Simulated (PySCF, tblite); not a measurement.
# C5H7BClN: geometry, infrared bands and NMR shifts

Aim: predict the infrared bands and NMR shifts of C5H7BClN (`N#C[C@@H]1CCB(Cl)C1`).

Programs: tblite 0.8.0 and PySCF 2.14.0, with density-fitted response routines of our own. Each step states its level of theory. These are calculated values for one molecule in the gas phase, unless marked as measured. Atoms are numbered from 0 throughout.

## Step 1: Starting geometry

15 atoms, charge 0, multiplicity 1; geometry from: force field or distance geometry start.

Bonds of the start (Å): N0–C1 1.15, C1–C2 1.43, C2–C3 1.53, C3–C4 1.51, C4–B5 1.61, B5–Cl6 1.86, B5–C7 1.59, C7–C2 1.51, C2–H8 1.10, C3–H9 1.11, C3–H10 1.10, C4–H11 1.12, C4–H12 1.09, C7–H13 1.10, C7–H14 1.13.

## Step 2: Optimising the geometry with GFN2-xTB

The job: settings as JSON, then the geometry in Å.

```
{"job": {"kind": "relax", "xc": "GFN2-xTB", "basis": "xTB"}, "charge": 0, "multiplicity": 1}
N     -1.062800    -2.943700     1.257900
C     -0.621900    -1.941700     0.913600
C     -0.020300    -0.708200     0.523100
C     -1.036700     0.415000     0.314500
C     -0.083900     1.527900    -0.047500
B      1.019600     0.783500    -0.954200
Cl     2.816200     1.201500    -0.717400
C      0.558700    -0.739400    -0.874400
H      0.768600    -0.338700     1.200000
H     -1.628400     0.636500     1.227100
H     -1.664600     0.231200    -0.574500
H      0.362900     1.846500     0.924900
H     -0.571800     2.347400    -0.575700
H      1.412900    -1.419700    -0.989500
H     -0.252900    -0.890100    -1.649800
```

The run is started by

```
$ OMP_NUM_THREADS=1 python probes_run.py task.json out
```

One launch serves the whole session: the jobs run in the order shown.

**Question.** This job is followed by: GFN2-xTB harmonic vibrations, gas phase; GIAO PBE0/pcSseg-1 NMR shielding, non-relativistic, gas phase. What will the session give for the following? strongest single infrared mode (GFN2-xTB); zero-point energy (GFN2-xTB); 13C shifts against TMS (PBE0/pcSseg-1); 1H shifts against TMS (PBE0/pcSseg-1); 15N shifts against NH3 (PBE0/pcSseg-1); 11B shifts against BF3·OEt2 (PBE0/pcSseg-1); 35Cl shifts against HCl (PBE0/pcSseg-1).

**Answer**, as computed:

| quantity | value |
| --- | --- |
| strongest single infrared mode (GFN2-xTB) | 2407 cm⁻¹, 235 km/mol |
| zero-point energy (GFN2-xTB) | 70.9 kcal/mol |
| 13C shifts against TMS (PBE0/pcSseg-1) | 127.9, 38.2, 36.1, 31.0, 29.1 ppm |
| 1H shifts against TMS (PBE0/pcSseg-1) | 2.50, 2.43, 1.98, 1.86, 1.61, 1.53, 1.22 ppm |
| 15N shifts against NH3 (PBE0/pcSseg-1) | 296.6 ppm |
| 11B shifts against BF3·OEt2 (PBE0/pcSseg-1) | 82.5 ppm |
| 35Cl shifts against HCl (PBE0/pcSseg-1) | 249 ppm |

In words: Over 76 steps the energy fell by 1.115 eV; of the close pairs, B5–Cl6 changed most, 1.860 to 1.692 Å. No mode is imaginary among the 39: a minimum at this level. The strongest single mode, at 2407 cm⁻¹, moves mainly C1 and N0. Unscaled tight-binding wavenumbers are off by several per cent, some by more. Its intensities can rank the bands wrongly. At PBE0/pcSseg-1: Shielding is most anisotropic at Cl6 (span 674 ppm, paramagnetic term -447 ppm).
